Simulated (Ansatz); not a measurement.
**ClH₂O₃Si radical: up Jacob's ladder to CCSD(T)**

How much do the methods differ for ClH₂O₃Si radical? The plan is to run it at one geometry with functionals of several rungs and with coupled cluster, and see how far each lands from CCSD(T) at the basis-set limit for the atomisation energy.

Computed with Ansatz 0.2.0, Gaussian basis. Level: functionals in def2-TZVPP, the program's frozen cores in correlated methods.

The runs, in order: LDA (SPW92), PBE-D4, revPBE-D4, BLYP-D4, r2SCAN-D4, B97M-V, PBE0-D4, B3LYP-D4, r2SCANh-D4, r2SCAN0-D4, HSE06-D4, BHLYP-D4, CAM-B3LYP-D4, LC-ωPBE, ωB97X-V, ωB97M-V, B2PLYP, PBE-QIDH; CCSD(T)/def2-SVP; CCSD(T)/def2-TZVPP; MP2/def2-QZVPP; extrapolation to the limit; RPA on PBE.

### Step 1. The relaxed structure

An earlier PBE0-D4 in a triple-zeta def2 set relaxation fixed the geometry.

SMILES `[O][Si](O)(O)Cl`, 7 atoms, charge 0, spin multiplicity 2.

Atoms are counted from 1 here; the program's logs count them from 0.

Bond lengths: O1–Si2 1.646 Å, Si2–O3 1.615 Å, Si2–O4 1.623 Å, Si2–Cl5 2.039 Å, O3–H6 0.959 Å, O4–H7 0.959 Å. Angles: O1–Si2–O3 111.7°, O1–Si2–O4 115.2°, O1–Si2–Cl5 97.6°, O3–Si2–O4 106.8°, O3–Si2–Cl5 113.3°, O4–Si2–Cl5 112.3°, Si2–O3–H6 117.4°, Si2–O4–H7 118.3°.

### Step 2. LDA

This LDA is Slater exchange with PW92 correlation.

The input, in.yaml:

```yaml
crystal:
  periodic: [false, false, false]
  atoms:
    - {symbol: O, position_ang: [-1.682761, -0.873602, 0.199390]}
    - {symbol: Si, position_ang: [-0.281369, -0.012546, 0.133264]}
    - {symbol: O, position_ang: [0.645316, -0.278773, 1.428286]}
    - {symbol: O, position_ang: [0.642889, -0.295597, -1.170583]}
    - {symbol: Cl, position_ang: [-1.110547, 1.850537, 0.103567]}
    - {symbol: H, position_ang: [1.595533, -0.276924, 1.299090]}
    - {symbol: H, position_ang: [0.252140, -0.181195, -2.038712]}
basis:
  gaussian: {orbitals: def2-TZVPP}
magnetization: {spin_polarized: true, initial_magnetization: 1}
hamiltonian: {xc: lda}
output: {orbitals: {seedname: orbitals}}
```

Command:

```console
ansatz run in.yaml --threads 2 --pin off --events-out ev --progress --plain --max-ram 22528MiB --backend cpu
```

The runs that follow: PBE-D4 (GGA); revPBE-D4 (GGA); BLYP-D4 (GGA); r2SCAN-D4 (meta-GGA); B97M-V (meta-GGA); B3LYP-D4 (hybrid); r2SCANh-D4 (hybrid); r2SCAN0-D4 (hybrid); HSE06-D4 (hybrid); BHLYP-D4 (hybrid); CAM-B3LYP-D4 (range-separated); LC-ωPBE (range-separated); ωB97X-V (range-separated); ωB97M-V (range-separated); B2PLYP (double hybrid); PBE-QIDH (double hybrid); CCSD(T) in def2-SVP; CCSD(T) in def2-TZVPP; MP2 in def2-QZVPP; RPA on PBE orbitals.

**Question.** What will the summary of the whole plan be? Wanted: atomisation energy, CCSD(T)/CBS; farthest beyond LDA; mean size of error, GGA; mean size of error, meta-GGA; mean size of error, hybrid; mean size of error, range-separated; mean size of error, double hybrid; gap, smallest and largest; T1 diagnostic.

As calculated:

| quantity | value |
| --- | --- |
| atomisation energy, CCSD(T)/CBS | 2704.8 kJ/mol |
| functionals within 13.5 kJ/mol (0.5 %) | BLYP-D4, B97M-V, CAM-B3LYP-D4, ωB97X-V, ωB97M-V |
| farthest beyond LDA | BHLYP-D4 (-148.1 kJ/mol) |
| mean size of error, GGA | 33.6 kJ/mol |
| mean size of error, meta-GGA | 11.1 kJ/mol |
| mean size of error, hybrid | 58.3 kJ/mol |
| mean size of error, range-separated | 13.0 kJ/mol |
| mean size of error, double hybrid | 54.5 kJ/mol |
| gap, smallest and largest | 0.36 eV (LDA (SPW92)), 9.69 eV (LC-ωPBE) |
| T1 diagnostic | 0.0146 |
| triples share of the correlation energy | 3.5 % |

What this shows: LDA overbinds by 449.6 kJ/mol (17 %). PBE-D4 misses by +47.1 kJ/mol. Double hybrids carry the basis error of their MP2 part in triple zeta, and no dispersion term here, so their miss is partly the set-up's. The rungs meta-GGA, range-separated miss on average by less than the doubt on the reference (13.5 kJ/mol), so they tie. The reference freezes the cores and leaves out relativity and excitations past (T), so misses under about 13.5 kJ/mol can't be ranked. Hartree-Fock recovers 69 % of the binding; the rest is correlation. CCSD(T) in def2-SVP is off by -296.8 kJ/mol, worse than the median functional, from the basis alone. Orbital gaps span 0.4 to 9.7 eV; exact exchange widens them.
